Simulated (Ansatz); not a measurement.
# TiSi2: a trial structure relaxed

Aim: relax TiSi2 from this start, structure reported for this formula (Fddd, No. 70), and see where it ends.

Program: Ansatz 0.2.0. Level of theory: DFT r2SCAN, scalar-relativistic, plane waves, PAW. These are calculated values, not measurements.

**1. The system as given**

Symmetry: Fddd, No. 70, orthorhombic system. The conventional cell has a = 4.773 Å, b = 8.236 Å, c = 8.523 Å, α = 90.00°, β = 90.00°, γ = 90.00°. Around Ti (site symmetry 222) lie 10 Si at 2.54 to 2.75 Å. Si (site symmetry 2) is surrounded by 5 Ti at 2.54 to 2.75 Å and 5 Si at 2.54 to 2.75 Å.

Coordinates:

```cif
data_structure
_symmetry_space_group_name_H-M 'Fddd:1'
_symmetry_Int_Tables_number 70
_cell_length_a 4.7730
_cell_length_b 8.2360
_cell_length_c 8.5230
_cell_angle_alpha 90.000
_cell_angle_beta 90.000
_cell_angle_gamma 90.000
_cell_volume 335.04
loop_
_atom_site_label
_atom_site_type_symbol
_atom_site_symmetry_multiplicity
_atom_site_Wyckoff_symbol
_atom_site_fract_x
_atom_site_fract_y
_atom_site_fract_z
_atom_site_occupancy
Ti1 Ti 8 b 0.75000 0.25000 0.25000 1
Si1 Si 16 f 0.75000 0.58300 0.25000 1
```

(A quick probe on a coarse mesh, which set the mesh and smearing, is not shown.)

**3. Relaxing cell and atoms**

File input.yaml:

```yaml
crystal:
  lattice:
    - [0.0, 4.118, 4.2615]
    - [2.3865, 0.0, 4.2615]
    - [2.3865, 4.118, 0.0]
  atoms:
    - { symbol: Ti, position: [0.75, 0.75, 0.75] }
    - { symbol: Ti, position: [0.5, 0.5, 0.5] }
    - { symbol: Si, position: [0.083, 0.417, 0.083] }
    - { symbol: Si, position: [0.417, 0.083, 0.417] }
    - { symbol: Si, position: [0.167, 0.833, 0.167] }
    - { symbol: Si, position: [0.833, 0.167, 0.833] }
basis:
  ecutwfc: 500
kpoints:
  mp_grid: { grid: [10, 10, 10] }
hamiltonian:
  xc: r2scan
scf:
  occupations: { method: gaussian, width: 0.1 }
output:
  forces: true
  stress: true
  eigenvalues: true
relax:
  adjacent_minimum: "off"
  f_tol: 0.01
  max_steps: 80
  cell: { stress_tol: 0.05 }
```

The run is started by

```sh
$ ansatz run input.yaml --threads 1 --pin off --max-ram 3072MiB --backend cpu --events-out ev --progress --plain --runs-dir out
```

**Question.** What will these runs give?

As calculated:

Formation energies count from the elements, computed with the same settings in runs not shown here.

```
                          quantity                                                                      value
               cell (conventional)  a = 4.781 Å, b = 8.232 Å, c = 8.516 Å, α = 90.00°, β = 90.00°, γ = 90.00°
                       space group                                                              Fddd (No. 70)
                            volume                                                              13.96 Å³/atom
                   gap on the mesh                                                               none (metal)
formation energy from the elements                                                             -0.530 eV/atom
```

What this shows: The space group stayed Fddd, and from the first guess the volume stayed at 13.96 Å³/atom. With -0.53 eV/atom it lies under the elements, which doesn't yet make it stable against other compounds of them.
